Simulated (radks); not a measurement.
# Cd²⁺ in [Kr] 4d10: an all-electron calculation

The task here is to estimate one member of a computed series from the others.

The numbers are computed with radks (a radial shooting solver on a logarithmic mesh, Libxc functionals) version 1 (Dirac Kohn-Sham, PBE, spin-unpolarised, spherical densities, point nucleus), except any that are marked as measured or tabulated.

## The atom as given

| Property | Result |
| --- | --- |
| element | cadmium (Z = 48) |
| charge | +2 |
| electrons | 46 |
| configuration | [Kr] 4d10 |

Outer shells as boxes (Hund's rule):

Cd²⁺
```
[Kr] core
4d [↑↓][↑↓][↑↓][↑↓][↑↓]
```

Set-up of the first run:

Input:

```text
Z 48
configuration [Kr] 4d10
relativity Dirac
functional pbe,pbe
spin unpolarised
j_filling energy
nucleus point
c 137.035999084
```

Started as:

```bash
python run_ks.py task.json out
```

The same process makes all the runs of this session.

Steps of the session up to this table: Self-consistent calculation.

One of the session's tables, all rows but one given; the rest of the session is left out.

It belongs to the step «Orbitals and density». From the orbitals of this run (lengths in bohr):

```
level      <r>  outermost maximum (interpolated)  90 % within  nodes
1s1/2  0.03040                            0.0197       0.0546      0
2s1/2   0.1313                             0.111        0.203      1
2p1/2   0.1112                            0.0860        0.182      0
2p3/2   0.1164                            0.0903        0.189      0
3s1/2   0.3580                             0.324        0.527      2
3p1/2   0.3494                             0.310        0.526      1
3p3/2   0.3604                             0.320        0.542      1
3d3/2   0.3327                             0.264        0.526      0
3d5/2   0.3362                             0.267        0.531      0
4s1/2   0.8796                             0.796         1.28      3
4p1/2   0.9393                             0.829         1.39      2
4p3/2   0.9701                             0.854         1.43      2
4d3/2    1.242                             0.974         1.96      1
4d5/2        ?                                 ?            ?      ?
```

Q: Estimate the row for 4d5/2 from the others.

As computed: <r>: 1.259; outermost maximum (interpolated): 0.985; 90 % within: 1.99; nodes: 1. In the column «<r>» it is the highest.
